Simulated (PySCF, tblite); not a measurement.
# C7H11FSi: geometry, infrared bands, NMR shifts and electronic excitations

Wanted: the infrared bands, NMR shifts and electronic excitations of C7H11FSi (`C#CC[C@@H](C)[Si@@H]1C[C@H]1F`), by calculation.

The runs use tblite 0.8.0 and PySCF 2.14.0, with density-fitted response routines of our own; the level of theory stands in each step. All values are computed, except where a source is named. Atoms are numbered from 0 throughout.

## 1. The starting structure

20 atoms, charge 0, multiplicity 1; geometry from: force field or distance geometry start.

Bonds of the start (Å): C0–C1 1.21, C1–C2 1.47, C2–C3 1.53, C3–C4 1.50, C3–Si5 1.86, Si5–C6 1.85, C6–C7 1.52, C7–F8 1.37, C7–Si5 1.84, C0–H9 1.07, C2–H10 1.11, C2–H11 1.10, C3–H12 1.11, C4–H13 1.11, C4–H14 1.11, C4–H15 1.12, Si5–H16 1.48, C6–H17 1.10, C6–H18 1.12, C7–H19 1.12.

## 2. Relaxing the molecule with GFN2-xTB

The job: settings as JSON, then the geometry in Å.

```
{"job": {"kind": "relax", "xc": "GFN2-xTB", "basis": "xTB"}, "charge": 0, "multiplicity": 1}
C      2.453600    -1.808000    -0.249100
C      2.187500    -0.643800    -0.029800
C      1.899200     0.762000     0.271500
C      0.444400     1.058400    -0.080700
C      0.165700     0.784100    -1.525500
Si    -0.686200     0.113300     1.060800
C     -1.747100    -1.250600     0.390000
C     -2.487000     0.043800     0.707400
F     -3.288000     0.079700     1.822000
H      2.670000    -2.839700    -0.439400
H      2.579900     1.428400    -0.299300
H      2.046000     1.015700     1.334200
H      0.271400     2.133000     0.125200
H      1.034700     0.377500    -2.093000
H     -0.733300     0.159700    -1.695800
H     -0.099300     1.772300    -1.993100
H     -0.233700    -0.099400     2.452300
H     -1.649300    -1.563200    -0.660400
H     -1.981700    -2.058200     1.123700
H     -2.852200     0.545600    -0.224200
```

Command:

```console
> OMP_NUM_THREADS=1 python probes_run.py task.json out
```

This one command runs all jobs of the session in turn.

**Question.** This job is followed by: GFN2-xTB harmonic vibrations, gas phase; PBE0-D3(BJ)/def2-SVP geometry optimisation, gas phase; GIAO PBE0/pcSseg-1 NMR shielding, non-relativistic, gas phase; TDDFT B3LYP/def2-SVPD, vertical, gas phase, core orbitals frozen in the response; GIAO wB97X-D/pcSseg-1 NMR shielding, non-relativistic, gas phase. Predict these results of the whole session: strongest single infrared mode (GFN2-xTB); zero-point energy (GFN2-xTB); point group; rotational constants (main isotopes); 13C shifts against TMS (PBE0/pcSseg-1); 1H shifts against TMS (PBE0/pcSseg-1, means over atoms taken as alike); 29Si shifts against TMS (PBE0/pcSseg-1); 19F shifts against CFCl3 (PBE0/pcSseg-1); surface potential, 1st and 99th percentile; lowest singlet (B3LYP/def2-SVPD); brightest single state of those computed; lowest triplet; vertical ionisation energy (ΔSCF); range of the shift of F8.

The runs gave:

| quantity | value |
| --- | --- |
| strongest single infrared mode (GFN2-xTB) | 2343 cm⁻¹, 284 km/mol |
| zero-point energy (GFN2-xTB) | 97.3 kcal/mol |
| point group | C1 |
| rotational constants (main isotopes) | 2.50, 0.75, 0.69 GHz |
| 13C shifts against TMS (PBE0/pcSseg-1) | 85.2, 78.5, 73.1, 24.9, 16.1, 15.5, 4.6 ppm |
| 1H shifts against TMS (PBE0/pcSseg-1, means over atoms taken as alike) | 4.88, 3.47, 2.48, 2.31, 1.99, 1.34, 1.23, 1.01, 0.86 ppm |
| 29Si shifts against TMS (PBE0/pcSseg-1) | -95.6 ppm |
| 19F shifts against CFCl3 (PBE0/pcSseg-1) | -249.3 ppm |
| surface potential, 1st and 99th percentile | -1.19 V and 1.35 V |
| lowest singlet (B3LYP/def2-SVPD) | 5.84 eV (212 nm), f = 0.002 |
| brightest single state of those computed | state 3, 6.10 eV, f = 0.065 |
| lowest triplet | 5.05 eV |
| vertical ionisation energy (ΔSCF) | 8.68 eV |
| range of the shift of F8 | -249.3 to -244.6 ppm |

**Reading.** The optimisation took 89 steps and gained 0.649 eV; among the close pairs (by a distance rule), Si5–C7 changed most, from 1.836 to 1.898 Å (GFN2-xTB). All 54 modes are real, so the xTB geometry is a minimum. The strongest single mode, at 2343 cm⁻¹, moves mainly H16. GFN2-xTB is a fitted tight-binding method: band positions and strengths are rough. Its intensities can rank the bands wrongly. The optimisation took 12 steps and gained 0.256 eV; among the close pairs (by a distance rule), C2–C3 changed most, from 1.485 to 1.541 Å (PBE0/def2-SVP). No frequency check was run at this level, so the end point may be a saddle. H19 (hydrogen on a three-membered-ring carbon bearing a halogen) lies farthest downfield among hydrogen, at 4.88 ppm; its carbon carries F, which withdraws density. At PBE0/pcSseg-1: The widest tensor belongs to Si5: span 335 ppm, with a paramagnetic part of -435 ppm. The lowest singlet, at 5.84 eV, is HOMO→LUMO+1 0.57, HOMO→LUMO 0.31 and is weak; of the 10 states computed, the strongest absorption comes from state 3 at 6.10 eV. The lowest triplet lies 0.79 eV below the lowest singlet (triplets in Tamm-Dancoff, singlets in full TDDFT). The orbital energy would give 6.57 eV for ionisation, ΔSCF gives 8.68 eV. In ppm, F8 moves most: its shift spreads over 4.8 ppm, from -249.3 (PBE0/pcSseg-1) to -244.6 (wB97X-D/pcSseg-1).
